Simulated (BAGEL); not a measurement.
**One shape, several levels: As2H4**

Aim: a comparison of 4 runs (B3LYP/6-31G*, B3LYP/def2-TZVP, PBE0/def2-TZVP, RI-MP2/def2-TZVP) of As2H4. 

The results are computed with BAGEL 1.2.2.

## (1) The system as given

The species is As2H4 (6 atoms), meant as a singlet with charge 0. Geometry: a GFN2-xTB relaxation, a rough one for these elements and not checked as a minimum.

Bond lengths: As1–As2 2.386 Å, As1–H3 1.509 Å, As1–H4 1.509 Å, As2–H5 1.509 Å, As2–H6 1.509 Å. Angles: As1–As2–H5 92.4°, As1–As2–H6 92.4°, As2–As1–H3 92.4°, As2–As1–H4 92.4°, H5–As2–H6 88.7°, H3–As1–H4 88.7°.

## (2) The energy at B3LYP/6-31G(d) (density fitting with qzvpp-jkfit, spherical functions) (run 1)

The input, input.json:

```json
{ "bagel": [

{
  "title": "molecule",
  "basis": "6-31gs.json",
  "df_basis": "qzvpp-jkfit",
  "angstrom": true,
  "geometry": [
    { "atom": "As", "xyz": [      -0.081870,      -0.772310,      -0.905240 ] },
    { "atom": "As", "xyz": [       0.082170,       0.774920,       0.903340 ] },
    { "atom": "H", "xyz": [      -1.249620,      -1.487460,      -0.270700 ] },
    { "atom": "H", "xyz": [      -1.064440,       0.101290,      -1.646510 ] },
    { "atom": "H", "xyz": [       1.059290,      -0.101800,       1.647560 ] },
    { "atom": "H", "xyz": [       1.254460,       1.485360,       0.271550 ] }
  ]
},

{
  "title": "ks",
  "xc_func": "b3lyp"
},

{
  "title": "print",
  "file": "orbitals.molden",
  "orbitals": true
}

]}
```

The basis set 6-31G* is read from a file made from the Basis Set Exchange's data (not shown).

On the command line:

```bash
$ BAGEL_NUM_THREADS=1 BAGEL input.json > input.out
```

The program printed:

```text
* using 1 threads per process

  ===============================================================
  ===============================================================

  *** Geometry ***

  { "atom" : "As", "xyz" : [     -0.154712,     -1.459454,     -1.710656 ] },
  { "atom" : "As", "xyz" : [      0.155279,      1.464387,      1.707065 ] },
  { "atom" : "H", "xyz" : [     -2.361440,     -2.810892,     -0.511549 ] },
  { "atom" : "H", "xyz" : [     -2.011500,      0.191410,     -3.111453 ] },
  { "atom" : "H", "xyz" : [      2.001768,     -0.192374,      3.113437 ] },
  { "atom" : "H", "xyz" : [      2.370586,      2.806924,      0.513155 ] },

  Number of auxiliary basis functions:      604

  Since a DF basis is specified, we compute 2- and 3-index integrals:
    o Being stored without compression. Storage requirement is 0.025 GB

  Number of basis functions:       72
  Number of electrons      :       70

    * METHOD: MOLECULE                             1.09

  *** Kohn-Sham DFT ***

    * Removing 8890 points whose weight is below 1.00e-10
    * Grid points: 80546

  === Nuclear Repulsion ===
   313.2130416626

       - DIIS with orbital gradients will be used.

  === KS iteration (b3lyp / 6-31gs.json) ===
      0      -4384.27166247          0.19582773           0.93
      1      -4253.10223587          0.53863674           0.80
      2      -4408.89290047          0.24713489           0.91
      3      -4472.29720147          0.08494921           0.81
      4      -4473.58244247          0.00973347           0.81
      5      -4473.62537354          0.00607980           0.78
      6      -4473.64907739          0.00165251           0.77
      7      -4473.65044823          0.00023013           0.76
      8      -4473.65047166          0.00003403           0.82
      9      -4473.65047223          0.00001030           1.00
     10      -4473.65047227          0.00000163           0.91
     11      -4473.65047227          0.00000074           0.97
     12      -4473.65047227          0.00000013           0.90
     13      -4473.65047227          0.00000005           0.91
     14      -4473.65047227          0.00000001           1.06
    * SCF iteration converged.

    * Permanent dipole moment:
           (    0.000093,     0.000768,    -0.000793) a.u.

    * METHOD: KS                                  14.01

    * METHOD: PRINT                                0.01

  ===============================================================
```

Wall time 16 s (1 thread of Intel Xeon at 2.50GHz (Skylake/Cascade Lake), shared host); peak memory 0.35 GiB.

## (3) The energy at B3LYP/def2-TZVP (density fitting with qzvpp-jkfit) (run 2)

The input, dft.json:

```json
{ "bagel" : [

{
  "title" : "molecule",
  "basis" : "def2-tzvp.json",
  "df_basis" : "qzvpp-jkfit",
  "angstrom" : "true",
  "geometry" : [
    { "atom" : "As", "xyz" : [      -0.081870,      -0.772310,      -0.905240 ] },
    { "atom" : "As", "xyz" : [       0.082170,       0.774920,       0.903340 ] },
    { "atom" : "H", "xyz" : [      -1.249620,      -1.487460,      -0.270700 ] },
    { "atom" : "H", "xyz" : [      -1.064440,       0.101290,      -1.646510 ] },
    { "atom" : "H", "xyz" : [       1.059290,      -0.101800,       1.647560 ] },
    { "atom" : "H", "xyz" : [       1.254460,       1.485360,       0.271550 ] }
  ]
},

{
  "title" : "ks",
  "xc_func" : "b3lyp"
},

{
  "title" : "print",
  "file" : "orbitals.molden",
  "orbitals" : "true"
}

]}
```

The basis set def2-TZVP is read from a file made from the Basis Set Exchange's data (not shown).

On the command line:

```bash
$ BAGEL_NUM_THREADS=1 BAGEL dft.json > dft.out
```

The program printed:

```text
* using 1 threads per process

  ===============================================================
  ===============================================================

  *** Geometry ***

  { "atom" : "As", "xyz" : [     -0.154712,     -1.459454,     -1.710656 ] },
  { "atom" : "As", "xyz" : [      0.155279,      1.464387,      1.707065 ] },
  { "atom" : "H", "xyz" : [     -2.361440,     -2.810892,     -0.511549 ] },
  { "atom" : "H", "xyz" : [     -2.011500,      0.191410,     -3.111453 ] },
  { "atom" : "H", "xyz" : [      2.001768,     -0.192374,      3.113437 ] },
  { "atom" : "H", "xyz" : [      2.370586,      2.806924,      0.513155 ] },

  Number of auxiliary basis functions:      604

  Since a DF basis is specified, we compute 2- and 3-index integrals:
    o Being stored without compression. Storage requirement is 0.070 GB

  Number of basis functions:      120
  Number of electrons      :       70

    * METHOD: MOLECULE                             1.41

  *** Kohn-Sham DFT ***

    * Removing 8890 points whose weight is below 1.00e-10
    * Grid points: 80546

  === Nuclear Repulsion ===
   313.2130416626

       - DIIS with orbital gradients will be used.

  === KS iteration (b3lyp / def2-tzvp.json) ===
      0      -4395.88120075          0.13182098           1.36
      1      -4249.69200544          0.46601038           1.21
      2      -4419.03848680          0.14201540           1.36
      3      -4340.74587852          0.40273860           1.39
      4      -4459.09209469          0.22991289           1.54
      5      -4380.26478249          0.25306721           1.28
      6      -4435.08881520          0.33787383           1.32
      7      -4384.45460377          0.22673930           1.21
      8      -4450.94558145          0.13434358           1.40
      9      -4473.23615940          0.03845393           1.20
     10      -4473.47785539          0.03423031           1.19
     11      -4474.21225559          0.00706389           1.38
     12      -4474.22630526          0.00479478           1.35
     13      -4474.24004888          0.00128864           1.26
     14      -4474.24094449          0.00044300           1.31
     15      -4474.24106063          0.00007063           1.33
     16      -4474.24106361          0.00002259           1.10
     17      -4474.24106380          0.00001408           1.19
     18      -4474.24106389          0.00000511           1.18
     19      -4474.24106390          0.00000171           1.22
     20      -4474.24106390          0.00000053           1.21
     21      -4474.24106391          0.00000019           1.27
     22      -4474.24106391          0.00000004           1.25
     23      -4474.24106390          0.00000002           1.25
     24      -4474.24106391          0.00000001           1.30
    * SCF iteration converged.

    * Permanent dipole moment:
           (    0.000028,     0.000397,    -0.000486) a.u.

    * METHOD: KS                                  33.50

    * METHOD: PRINT                                0.03

  ===============================================================
```

Run time: 36 s. Hardware: 1 thread of Intel Xeon at 2.50GHz (Skylake/Cascade Lake), shared host; peak memory 0.51 GiB.

Run 3 isn't shown in full; the table further down has it.

## (4) A single-point energy at RI-MP2/def2-TZVP (density fitting with qzvpp-jkfit) (run 4)

The input, mp2.json:

```json
{ "bagel" : [

{
  "title" : "molecule",
  "basis" : "def2-tzvp.json",
  "df_basis" : "qzvpp-jkfit",
  "angstrom" : true,
  "geometry" : [
    { "atom" : "As", "xyz" : [   -0.081870,   -0.772310,   -0.905240 ] },
    { "atom" : "As", "xyz" : [    0.082170,    0.774920,    0.903340 ] },
    { "atom" : "H", "xyz" : [   -1.249620,   -1.487460,   -0.270700 ] },
    { "atom" : "H", "xyz" : [   -1.064440,    0.101290,   -1.646510 ] },
    { "atom" : "H", "xyz" : [    1.059290,   -0.101800,    1.647560 ] },
    { "atom" : "H", "xyz" : [    1.254460,    1.485360,    0.271550 ] }
  ]
},
{
  "title" : "hf"
},
{
  "title" : "mp2",
  "ncore" : 18
}

]}
```

The basis set def2-TZVP is read from a file made from the Basis Set Exchange's data (not shown).

On the command line:

```bash
$ BAGEL_NUM_THREADS=1 BAGEL mp2.json > mp2.out
```

The program printed:

```text
* using 1 threads per process

  ===============================================================
  ===============================================================

  *** Geometry ***

  { "atom" : "As", "xyz" : [     -0.154712,     -1.459454,     -1.710656 ] },
  { "atom" : "As", "xyz" : [      0.155279,      1.464387,      1.707065 ] },
  { "atom" : "H", "xyz" : [     -2.361440,     -2.810892,     -0.511549 ] },
  { "atom" : "H", "xyz" : [     -2.011500,      0.191410,     -3.111453 ] },
  { "atom" : "H", "xyz" : [      2.001768,     -0.192374,      3.113437 ] },
  { "atom" : "H", "xyz" : [      2.370586,      2.806924,      0.513155 ] },

  Number of auxiliary basis functions:      604

  Since a DF basis is specified, we compute 2- and 3-index integrals:
    o Being stored without compression. Storage requirement is 0.070 GB

  Number of basis functions:      120
  Number of electrons      :       70

    * METHOD: MOLECULE                             1.32

  *** RHF ***

  === Nuclear Repulsion ===
   313.2130416626

      * DIIS with orbital gradients will be used.

  === RHF iteration (def2-tzvp.json) ===
      0      -4470.68128471          0.00597670           0.42
      1      -4470.71660823          0.00208641           0.48
      2      -4470.72123172          0.00100984           0.45
      3      -4470.72204380          0.00016270           0.41
      4      -4470.72210093          0.00004932           0.53
      5      -4470.72210512          0.00001115           0.42
      6      -4470.72210537          0.00000263           0.43
      7      -4470.72210539          0.00000067           0.36
      8      -4470.72210539          0.00000022           0.43
      9      -4470.72210539          0.00000008           0.42
     10      -4470.72210539          0.00000002           0.42
     11      -4470.72210539          0.00000000           0.39
    * SCF iteration converged.

    * Permanent dipole moment:
           (    0.000056,     0.000522,    -0.000607) a.u.

    * METHOD: HF                                   6.06

  *** RHF ***

  === Nuclear Repulsion ===
   313.2130416626

      * DIIS with orbital gradients will be used.

  === RHF iteration (def2-tzvp.json) ===
      0      -4470.72210539          0.00000000           0.42
    * SCF iteration converged.

    * Permanent dipole moment:
           (    0.000056,     0.000522,    -0.000607) a.u.

  === DF-MP2 calculation ===

    * freezing 18 orbitals
    * 3-index integral transformation done
    * assembly done

      MP2 correlation energy:   -0.5389793817      0.27

      MP2 total energy:       -4471.2610847697

    * METHOD: MP2                                  1.21

  ===============================================================
```

Wall time 9.3 s (1 thread of Intel Xeon at 2.50GHz (Skylake/Cascade Lake), shared host).

## (5) Overview of the runs

```tsv
run	level	frozen core orbitals	energy (Eh)	dipole moment (D)	HOMO energy (eV)	LUMO energy (eV)	wall time
1	B3LYP/6-31G* (density fitting with qzvpp-jkfit, spherical functions)	–	-4473.650472	0.00	-6.62	-0.48	16 s
2	B3LYP/def2-TZVP (density fitting with qzvpp-jkfit)	–	-4474.241064	0.00	-6.71	-0.51	36 s
3	PBE0/def2-TZVP (density fitting with qzvpp-jkfit)	–	-4473.603891	0.00	-6.90	-0.29	35 s
4	RI-MP2/def2-TZVP (density fitting with qzvpp-jkfit)	18	-4471.261085	–	–	–	9.3 s
```

## (6) Results

| quantity | value |
| --- | --- |
| run 4: total energy | -4471.26108 Eh |
| run 4: correlation energy (18 core orbitals frozen) | -539.0 mEh |

**Reading.** Over runs 1, 2, 3 the HOMO–LUMO gap runs from 6.15 eV (B3LYP/6-31G*) to 6.61 eV (PBE0/def2-TZVP). The two ends differ in method and basis. Totals of different functionals can't be ranked against each other. All runs together took 95 s, the longest 36 s.
